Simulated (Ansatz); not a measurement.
**CoSi (P2_13): equation of state**

One table from this session's results is given with a row withheld; the runs are named, their logs left out.

The COD entry's cell or inner coordinates are ideal or old and differ from later refinements, so a difference from it is no clean test against experiment.

Method: DFT PBE, scalar-relativistic, plane waves, PAW, in Ansatz 0.2.0.

Spin polarisation is switched off on purpose; where the compound carries moments, volume, stiffness and gap are then not the real material's.

## The structure to begin with

The structure is cubic, space group P2_13 (No. 198). The conventional cell has a = 4.431 Å, b = 4.431 Å, c = 4.431 Å, α = 90.00°, β = 90.00°, γ = 90.00°. Co (site symmetry 3) is surrounded by 7 Si at 2.32 to 2.43 Å. Si (site symmetry 3) has 7 Co at 2.32 to 2.43 Å as nearest neighbours.

As a file:

```cif
data_structure
_symmetry_space_group_name_H-M 'P2_13'
_symmetry_Int_Tables_number 198
_cell_length_a 4.4308
_cell_length_b 4.4308
_cell_length_c 4.4308
_cell_angle_alpha 90.000
_cell_angle_beta 90.000
_cell_angle_gamma 90.000
_cell_volume 86.98
loop_
_atom_site_label
_atom_site_type_symbol
_atom_site_symmetry_multiplicity
_atom_site_Wyckoff_symbol
_atom_site_fract_x
_atom_site_fract_y
_atom_site_fract_z
_atom_site_occupancy
Co1 Co 4 a 0.14503 0.14503 0.14503 1
Si1 Si 4 a 0.84317 0.84317 0.84317 1
```

An earlier run at PBE left this cell at 10.873 Å³/atom and -0.03 GPa (8×8×8 mesh).

Volume factors to run: 0.980, 1.020, 0.960, 1.040.

Set-up of the first run:

Input file input.yaml:

```yaml
crystal:
  lattice:
    - [4.4010485817, 0.0, 0.0]
    - [0.0, 4.4010485817, 0.0]
    - [0.0, 0.0, 4.4010485817]
  atoms:
    - { symbol: Co, position: [0.1450295574, 0.1450295574, 0.1450295574] }
    - { symbol: Co, position: [0.3549704426, 0.8549704426, 0.6450295574] }
    - { symbol: Co, position: [0.6450295574, 0.3549704426, 0.8549704426] }
    - { symbol: Co, position: [0.8549704426, 0.6450295574, 0.3549704426] }
    - { symbol: Si, position: [0.8431660435, 0.8431660435, 0.8431660435] }
    - { symbol: Si, position: [0.6568339565, 0.1568339565, 0.3431660435] }
    - { symbol: Si, position: [0.3431660435, 0.6568339565, 0.1568339565] }
    - { symbol: Si, position: [0.1568339565, 0.3431660435, 0.6568339565] }
basis:
  ecutwfc: 420
  ecutrho_ratio: 4
kpoints:
  mp_grid: { grid: [8, 8, 8] }
hamiltonian:
  xc: pbe
scf:
  occupations: { method: gaussian, width: 0.05 }
output:
  forces: true
  stress: true
  eigenvalues: true
relax:
  f_tol: 0.01
  max_steps: 40
```

Run with:

```console
$ ansatz run input.yaml --threads 2 --pin off --max-ram 5120MiB --backend cpu --events-out ev --progress --plain --runs-dir out
```

Steps of the session up to this table: Volume × 0.980; At 1.020 of the relaxed volume; Volume × 0.960; At 1.040 of the relaxed volume.

One table of the session follows, with a row left open; its other results are not shown here.

```
volume (Å³/atom)  energy (meV/atom)  pressure (GPa)
          10.438              12.78            9.83
          10.656               3.04            4.62
          10.873               0.00           -0.03
          11.091                  ?               ?
          11.308              11.10           -7.81
```

Estimate the missing values for volume (Å³/atom) = 11.091.

Worked estimate for «energy (meV/atom)». A straight line through the neighbours (10.873, 0.00) and (11.308, 11.10) gives 0.00 + (11.10 − 0.00) × (11.091 − 10.873) / (11.308 − 10.873) = 5.56; a parabola fitted to 3 rows on both sides gives 2.69.

As computed: energy (meV/atom): 2.90; pressure (GPa): -4.16. In «energy (meV/atom)» the line misses by +2.66 and the parabola by -0.21.

volume (Å³/atom), energy (meV/atom) and a bar:
```
    10.44       12.8 ##############################
    10.66        3.0 #######
    10.87        0.0 
    11.09        2.9 #######
    11.31       11.1 ##########################
```

To keep in mind: Warnings in the runs' records: stress scf threshold loose.
